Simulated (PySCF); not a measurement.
# AlAsH6: the cost of one run

The runs use PySCF 2.14.0, with density-fitted response routines of our own; the level of theory stands in each step. All values are computed, except where a source is named. Atoms are numbered from 0 throughout.

## Step 1: The starting structure

8 atoms, charge 0, multiplicity 1; geometry from: GFN2-xTB. The atoms were then displaced at random by about 0.01 Å, so the start is not that level's minimum.

Bonds of the start (Å): Al0–As1 2.59, Al0–H2 1.58, Al0–H3 1.55, Al0–H4 1.59, As1–H5 1.50, As1–H6 1.52, As1–H7 1.49.

## Step 2: Relaxing the molecule at PBE0-D3(BJ)/def2-SVP

What the job is given:

```
{"job": {"xc": "PBE0", "basis": "def2-SVP", "d3": "d3bj", "grid": 1, "shake": 0.01, "kind": "geom"}, "charge": 0, "multiplicity": 1}
Al    -1.354850    -0.070950     0.055010
As     1.127870     0.399050    -0.505670
H     -1.689520    -0.670330    -1.366960
H     -1.214770    -1.010250     1.275810
H     -1.680600     1.462130     0.316130
H      1.096490     0.564570     0.982610
H      2.651720     0.384100    -0.477160
H      1.118800    -1.077470    -0.332220
```

The run is started by

```bash
$ OMP_NUM_THREADS=1 python probes_run.py task.json out
```

One launch serves the whole session: the jobs run in the order shown.

Q: Estimate the wall time and peak memory of this first job on 1 thread of Arm Neoverse V1, shared host.

About 28 s, with a peak of 0.34 GiB.
